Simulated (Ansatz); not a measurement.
# CH7FSi2 (SMILES F[SiH2]C[SiH3]): r2SCAN0/6-31G(d) (spherical functions)

What is the electronic atomisation energy of CH7FSi2 at r2SCAN0/6-31G* (spherical functions)? 

The calculation is run with Ansatz 0.2.0.

58 further runs of the same task are left out: 1 that didn't finish, 57 set aside as unsound or not needed.

## 1. The molecule

CH7FSi2 has 11 atoms, charge 0, and is taken as a singlet. SMILES: `F[SiH2]C[SiH3]`. Geometry: relaxed at PBE0-D4/def2-TZVP. This is one conformer, not always the lowest.

Bond lengths: F1–Si2 1.604 Å, Si2–C3 1.854 Å, C3–Si4 1.877 Å, Si2–H5 1.484 Å, Si2–H6 1.484 Å, C3–H7 1.097 Å, C3–H8 1.095 Å, Si4–H9 1.485 Å, Si4–H10 1.488 Å, Si4–H11 1.487 Å. Some angles: F1–Si2–C3 109.3°, Si2–C3–Si4 115.3°, F1–Si2–H5 107.5°, F1–Si2–H6 107.1°, C3–Si2–H5 110.7°, C3–Si2–H6 112.0°, Si2–C3–H7 107.4°, Si2–C3–H8 109.5°, Si4–C3–H7 108.3°, Si4–C3–H8 109.0°.

## 2. A single-point energy at r2SCAN0/6-31G(d) (spherical functions)

Contents of in.yaml:

```yaml
crystal:
  periodic: [false, false, false]
  atoms:
    - {symbol: F, position_ang: [-1.629100, 1.667400, 0.202000]}
    - {symbol: Si, position_ang: [-0.069200, 1.498400, 0.534400]}
    - {symbol: C, position_ang: [0.349200, -0.305900, 0.605500]}
    - {symbol: Si, position_ang: [-0.157200, -1.306900, -0.899700]}
    - {symbol: H, position_ang: [0.694000, 2.172900, -0.545000]}
    - {symbol: H, position_ang: [0.175700, 2.177500, 1.831400]}
    - {symbol: H, position_ang: [1.437100, -0.385200, 0.722600]}
    - {symbol: H, position_ang: [-0.101300, -0.751100, 1.498900]}
    - {symbol: H, position_ang: [-1.636400, -1.388400, -0.995700]}
    - {symbol: H, position_ang: [0.369900, -0.665700, -2.134100]}
    - {symbol: H, position_ang: [0.392600, -2.686000, -0.812200]}
basis:
  gaussian: {orbitals: 6-31G_st_-spherical.json}
output: {orbitals: {seedname: orbitals}}
hamiltonian: {xc: {name: r2SCAN0}}
accuracy: high
```

The basis set 6-31G* is read from a file made from the Basis Set Exchange's data (not shown).

Launch:

```console
$ ansatz run in.yaml --threads 1 --pin off --max-ram 3480MiB --events-out events.jsonl --progress --plain --runs-dir runs
```

What it wrote:

```text
Warning: RAYON_NUM_THREADS=1 ignored (pool sized by the plan → 1); use --threads N
Functional definition: r2SCAN0
  name "r2SCAN0"
  parameter a = 0.25
  parameter k0 = 0.174
  parameter k1 = 0.065
  parameter a1 = 4.9479
  exchange = (1 - a)*r2scan_x(k0 = k0, k1 = k1, a1 = a1) + a*exact_x
  correlation = r2scan_c
1847 factors; integrals over basis functions are off by at most 3.6e-9 eV
mean field evaluation 1: about -19616.0016 eV, gradient 4.2e1 eV
mean field evaluation 2: about -19614.9371 eV, gradient 4.7e1 eV
mean field evaluation 4: about -19619.6174 eV, gradient 1.6e0 eV
mean field evaluation 8: about -19619.8654 eV, gradient 2.0e-1 eV
mean field evaluation 16: about -19619.8655 eV, gradient 9.0e-6 eV
mean field -19619.86552888 eV, -721.0167593637 hartree, gradient 1.9e-8 eV, S^2 0.000000; 0 other end points of the search recorded, 0 dependent functions left out
reference -19619.86552963 eV, -721.0167593913 hartree; 25, 25 occupied and 53, 53 virtual orbitals, 1847 factors
Total energy: -19619.86552963 eV, -721.0167593913 hartree
```

Wall time 17 s (1 thread of Arm Neoverse V1, shared host); peak memory 0.34 GiB.

## 3. The C atom at the same level

Contents of run.yaml:

```yaml
crystal:
  periodic: [false, false, false]
  atoms:
    - {symbol: C, position_ang: [0.000000, 0.000000, 0.000000]}
basis:
  gaussian:
    orbitals: 6-31G_st_-spherical.json
magnetization:
  spin_polarized: true
  initial_magnetization: 2
hamiltonian:
  xc: {name: r2SCAN0}
accuracy: high
```

The basis set 6-31G* is read from a file made from the Basis Set Exchange's data (not shown).

Run the same way, it converges to -37.82117 Eh (log not shown).

## 4. The F atom, same level

Contents of input.yaml:

```yaml
basis:
  gaussian: {orbitals: 6-31G_st_-spherical.json}
crystal:
  periodic: [false, false, false]
  atoms:
    - symbol: F
      position_ang: [0.000000, 0.000000, 0.000000]
magnetization: {spin_polarized: true, initial_magnetization: 1}
hamiltonian: {xc: {name: r2SCAN0}}
accuracy: high
```

The basis set 6-31G* is read from a file made from the Basis Set Exchange's data (not shown).

Run the same way, it converges to -99.66913 Eh (log not shown).

## 5. The H atom, same level

Contents of molecule.yaml:

```yaml
crystal:
  periodic: [false, false, false]
  atoms:
    - {symbol: H, position_ang: [0.000000, 0.000000, 0.000000]}
basis:
  gaussian: {orbitals: "6-31G*"}
accuracy: high
hamiltonian: {xc: {name: r2SCAN0}}
magnetization: {spin_polarized: true, initial_magnetization: 1}
```

Launch:

```console
$ ansatz run molecule.yaml --threads 1 --pin off --max-ram 3480MiB --events-out events.jsonl --progress --plain --runs-dir runs
```

What it wrote:

```text
Warning: RAYON_NUM_THREADS=1 ignored (pool sized by the plan → 1); use --threads N
Functional definition: r2SCAN0
  name "r2SCAN0"
  parameter a = 0.25
  parameter k0 = 0.174
  parameter k1 = 0.065
  parameter a1 = 4.9479
  exchange = (1 - a)*r2scan_x(k0 = k0, k1 = k1, a1 = a1) + a*exact_x
  correlation = r2scan_c
3 factors; integrals over basis functions are off by at most 5.4e-10 eV
mean field evaluation 1: about -13.5555 eV, gradient 5.3e-1 eV
mean field evaluation 2: about -13.5581 eV, gradient 5.7e-2 eV
mean field evaluation 4: about -13.5574 eV, gradient 3.8e-5 eV
mean field evaluation 8: about -13.5574 eV, gradient 1.6e-10 eV
mean field -13.55742871 eV, -0.4982263157 hartree, gradient 2.4e-9 eV, S^2 0.750000; 0 other end points of the search recorded, 0 dependent functions left out
reference -13.55742908 eV, -0.4982263292 hartree; 1, 0 occupied and 1, 2 virtual orbitals, 3 factors
Total energy: -13.55742908 eV, -0.4982263292 hartree
```

Wall time 0.42 s (1 thread of Arm Neoverse V1, shared host).

## 6. The Si atom, same level

Contents of in.yaml:

```yaml
crystal:
  periodic: [false, false, false]
  atoms:
    - {symbol: Si, position_ang: [0.000000, 0.000000, 0.000000]}
basis:
  gaussian:
    orbitals: 6-31G_st_-spherical.json
magnetization:
  spin_polarized: true
  initial_magnetization: 2
hamiltonian:
  xc: {name: r2SCAN0}
accuracy: high
```

The basis set 6-31G* is read from a file made from the Basis Set Exchange's data (not shown).

Launch:

```console
$ ansatz run in.yaml --threads 1 --pin off --max-ram 3480MiB --events-out events.jsonl --progress --plain --runs-dir runs
```

What it wrote:

```text
Warning: RAYON_NUM_THREADS=1 ignored (pool sized by the plan → 1); use --threads N
Functional definition: r2SCAN0
  name "r2SCAN0"
  parameter a = 0.25
  parameter k0 = 0.174
  parameter k1 = 0.065
  parameter a1 = 4.9479
  exchange = (1 - a)*r2scan_x(k0 = k0, k1 = k1, a1 = a1) + a*exact_x
  correlation = r2scan_c
141 factors; integrals over basis functions are off by at most 2.6e-9 eV
mean field evaluation 1: about -7872.7081 eV, gradient 2.5e0 eV
mean field evaluation 2: about -7872.7773 eV, gradient 6.2e-1 eV
mean field evaluation 4: about -7872.7822 eV, gradient 1.1e-1 eV
mean field evaluation 8: about -7872.7823 eV, gradient 1.6e-4 eV
mean field evaluation 16: about -7872.7823 eV, gradient 1.9e-8 eV
mean field -7872.78225703 eV, -289.3194115823 hartree, gradient 1.9e-8 eV, S^2 2.004469; 0 other end points of the search recorded, 0 dependent functions left out
reference -7872.78225890 eV, -289.3194116513 hartree; 8, 6 occupied and 10, 12 virtual orbitals, 141 factors
Total energy: -7872.78225890 eV, -289.3194116513 hartree
```

Wall time 1.7 s (1 thread of Arm Neoverse V1, shared host); peak memory 0.12 GiB.

## 7. Results

At r2SCAN0/6-31G* (spherical functions):

| quantity | value |
| --- | --- |
| molecule: total energy | -721.01676 Eh |
| molecule: HOMO energy | -9.00 eV |
| molecule: LUMO energy | 0.97 eV |
| molecule: HOMO–LUMO gap | 9.97 eV |
| C atom: total energy | -37.82117 Eh |
| C atom: ⟨S²⟩ | 2.004 |
| F atom: total energy | -99.66913 Eh |
| F atom: ⟨S²⟩ | 0.752 |
| H atom: total energy | -0.49823 Eh |
| H atom: ⟨S²⟩ | 0.750 |
| Si atom: total energy | -289.31941 Eh |
| Si atom: ⟨S²⟩ | 2.004 |
| electronic atomisation energy | 38.098 eV |

What this shows: Taking the molecule apart into free atoms costs 38.10 eV (879 kcal/mol), before zero-point energy and without spin-orbit coupling.
